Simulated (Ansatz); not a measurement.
**C2H8ClGeNSi: a ladder of functionals and wavefunction methods**

The task here is to estimate one member of a computed series from the others.

Computed with Ansatz 0.2.0, Gaussian basis. Level: functionals in def2-TZVPP, the program's frozen cores in correlated methods.

Plan: PBE-D4, r2SCAN-D4, PBE0-D4, B3LYP-D4, ωB97X-V, ωB97M-V, B2PLYP; CCSD(T)/def2-TZVPP; MP2/def2-QZVPP; extrapolation to the limit.

### The geometry

The geometry comes from an earlier relaxation with PBE0-D4 in a triple-zeta def2 set; it is a stationary point, not always the lowest conformer.

14 atoms, charge 0, spin multiplicity 1.

Atoms are counted from 1 here; the program's logs count them from 0.

Bond lengths: C1–C2 1.332 Å, C1–H7 1.081 Å, C1–H8 1.084 Å, C2–N3 1.394 Å, C2–H9 1.089 Å, N3–Ge4 1.865 Å, N3–Si5 1.716 Å, Ge4–H10 1.535 Å, Ge4–H11 1.535 Å, Ge4–H12 1.532 Å, Si5–Cl6 2.063 Å, Si5–H13 1.477 Å, Si5–H14 1.479 Å. Angles: C2–C1–H7 119.7°, C2–C1–H8 123.2°, H7–C1–H8 117.1°, C1–C2–N3 127.2°, C1–C2–H9 118.7°, N3–C2–H9 114.1°, C2–N3–Ge4 118.6°, C2–N3–Si5 119.7°, Ge4–N3–Si5 121.0°, N3–Ge4–H10 109.4°, N3–Ge4–H11 108.4°, N3–Ge4–H12 105.0°, H10–Ge4–H11 110.6°, H10–Ge4–H12 111.4°, H11–Ge4–H12 111.8°, N3–Si5–Cl6 112.8°, N3–Si5–H13 109.2°, N3–Si5–H14 108.6° and more.

Set-up of the first run:

in.yaml reads:

```yaml
crystal:
  periodic: [false, false, false]
  atoms:
    - {symbol: C, position_ang: [1.510604, -1.110033, -1.177881]}
    - {symbol: C, position_ang: [0.943851, -0.867110, 0.002574]}
    - {symbol: N, position_ang: [-0.168156, -0.065207, 0.253350]}
    - {symbol: Ge, position_ang: [-0.986464, 0.802188, -1.180974]}
    - {symbol: Si, position_ang: [-0.618069, 0.283841, 1.872184]}
    - {symbol: Cl, position_ang: [0.306482, 1.972355, 2.612573]}
    - {symbol: H, position_ang: [2.362387, -1.772811, -1.236889]}
    - {symbol: H, position_ang: [1.160659, -0.672680, -2.106219]}
    - {symbol: H, position_ang: [1.360030, -1.340658, 0.890378]}
    - {symbol: H, position_ang: [0.032693, 1.716723, -1.873882]}
    - {symbol: H, position_ang: [-1.507844, -0.261712, -2.156351]}
    - {symbol: H, position_ang: [-2.129397, 1.609779, -0.556783]}
    - {symbol: H, position_ang: [-2.070013, 0.549457, 1.926148]}
    - {symbol: H, position_ang: [-0.196752, -0.844142, 2.731781]}
basis:
  gaussian: {orbitals: def2-TZVPP}
hamiltonian: {xc: pbe, dispersion: d4}
output: {forces: true, orbitals: {seedname: orbitals}}
```

Launch:

```bash
> ansatz run in.yaml --threads 2 --pin off --events-out ev --progress --plain --max-ram 32768MiB --backend cuda --devices 0, --max-vram 18GiB
```

Steps of the session up to this table: PBE-D4 (GGA); r2SCAN-D4 (meta-GGA); PBE0-D4 (hybrid); B3LYP-D4 (hybrid); ωB97X-V (range-separated); ωB97M-V (range-separated); B2PLYP (double hybrid); CCSD(T) in def2-TZVPP; MP2 in def2-QZVPP.

One table of the session follows, with a row left open; its other results are not shown here.

```
            method  atomisation energy (kcal/mol)
            PBE-D4                         1177.3
         r2SCAN-D4                         1164.4
           PBE0-D4                         1161.9
          B3LYP-D4                         1162.2
           ωB97X-V                         1169.9
           ωB97M-V                         1165.0
            B2PLYP                         1148.2
     HF/def2-TZVPP                          844.3
    MP2/def2-TZVPP                         1147.9
   CCSD/def2-TZVPP                         1117.5
CCSD(T)/def2-TZVPP                         1135.5
           MP2/CBS                              ?
       CCSD(T)/CBS                         1165.6
```

Estimate the missing values for MP2/CBS.

As computed: atomisation energy (kcal/mol): 1177.9. In the column «atomisation energy (kcal/mol)» it is the highest.

Caveats from the session: Free atoms (2 C, 1 N, 1 Ge, 1 Si, 1 Cl, 8 H) were run apart at each level; the atomisation energy is their sum less the molecule, without zero-point or spin-orbit terms.
